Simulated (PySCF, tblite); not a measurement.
# H₁₁O₃PSi₄: geometry, infrared bands and NMR shifts

Aim: predict the infrared bands and NMR shifts of H₁₁O₃PSi₄ (`[SiH3]O[SiH](O[SiH3])O[SiH2]P`).

Computed with tblite 0.8.0 and PySCF 2.14.0, with density-fitted response routines of our own, on a single molecule in the gas phase. Atoms are numbered from 0 throughout.

### 1 The starting structure

19 atoms, charge 0, multiplicity 1; geometry from: force field or distance geometry start.

Bonds of the start (Å): Si0–O1 1.69, O1–Si2 1.70, Si2–O3 1.71, O3–Si4 1.70, Si2–O5 1.71, O5–Si6 1.73, Si6–P7 2.20, Si0–H8 1.48, Si0–H9 1.46, Si0–H10 1.49, Si2–H11 1.46, Si4–H12 1.48, Si4–H13 1.46, Si4–H14 1.49, Si6–H15 1.48, Si6–H16 1.47, P7–H17 1.45, P7–H18 1.45.

### 2 Relaxing the molecule with GFN2-xTB

The job: settings as JSON, then the geometry in Å.

```
{"job": {"kind": "relax", "xc": "GFN2-xTB", "basis": "xTB"}, "charge": 0, "multiplicity": 1}
Si    -1.574000    -1.794900    -0.709400
O     -0.369000    -1.418200     0.411700
Si    -0.326200     0.203100     0.921100
O     -0.816200     1.317700    -0.280900
Si    -2.447800     1.788900    -0.170900
O      1.305200     0.583300     1.278600
Si     2.246100    -0.420100     0.231900
P      4.388400    -0.075900     0.599300
H     -1.262200    -3.130500    -1.266300
H     -1.625400    -0.881200    -1.848600
H     -2.913600    -1.940300    -0.078600
H     -1.063900     0.291100     2.176400
H     -3.359800     0.702800    -0.591000
H     -2.825300     2.309400     1.135800
H     -2.607300     2.890400    -1.165400
H      1.847900    -1.834600     0.376500
H      1.919600     0.041400    -1.129100
H      4.971500     0.761500    -0.425900
H      4.502200     0.615500     1.867000
```

Launch:

```sh
OMP_NUM_THREADS=1 python probes_run.py task.json out
```

One launch serves the whole session: the jobs run in the order shown.

**Question.** This job is followed by: GFN2-xTB harmonic vibrations, gas phase; GIAO PBE0/pcSseg-1 NMR shielding, non-relativistic, gas phase. What will the session give for the following? strongest single infrared mode (GFN2-xTB); zero-point energy (GFN2-xTB); 1H shifts against TMS (PBE0/pcSseg-1, means over atoms taken as alike); 29Si shifts against TMS (PBE0/pcSseg-1, means over atoms taken as alike); 17O shifts against H2O (PBE0/pcSseg-1, means over atoms taken as alike); 31P shifts against H3PO4 (PBE0/pcSseg-1); surface potential, 1st and 99th percentile.

**Answer**, as computed:

```
                                                                quantity                       value
                               strongest single infrared mode (GFN2-xTB)       1051 cm⁻¹, 863 km/mol
                                            zero-point energy (GFN2-xTB)               65.5 kcal/mol
  1H shifts against TMS (PBE0/pcSseg-1, means over atoms taken as alike)  5.86, 5.28, 3.99, 1.17 ppm
29Si shifts against TMS (PBE0/pcSseg-1, means over atoms taken as alike)     -19.7, -43.1, -76.8 ppm
 17O shifts against H2O (PBE0/pcSseg-1, means over atoms taken as alike)              69.5, 51.9 ppm
                                31P shifts against H3PO4 (PBE0/pcSseg-1)                  -291.2 ppm
                                   surface potential, 1st and 99th percentile          -0.90 V and 1.68 V
```

**Reading.** Over 243 steps the energy fell by 2.142 eV; of the close pairs, O5–Si6 changed most, 1.728 to 1.619 Å. The lowest mode is slightly imaginary (15i cm⁻¹), a soft motion within the noise of the Hessian, so the minimum is not strictly shown. The strongest single mode, at 1051 cm⁻¹, moves mainly O5. Unscaled tight-binding wavenumbers are off by several per cent, some by more. Its intensities can rank the bands wrongly. At PBE0/pcSseg-1: Shielding is most anisotropic at Si6 (span 128 ppm, paramagnetic term -514 ppm). At PBE0/pcSseg-1, counted by nearest atom on the grid, the HOMO lies on P7 63 %; Si6 9 %, the LUMO on H9, H15, H16 about 8 % each; Si0, Si6 about 7 % each.
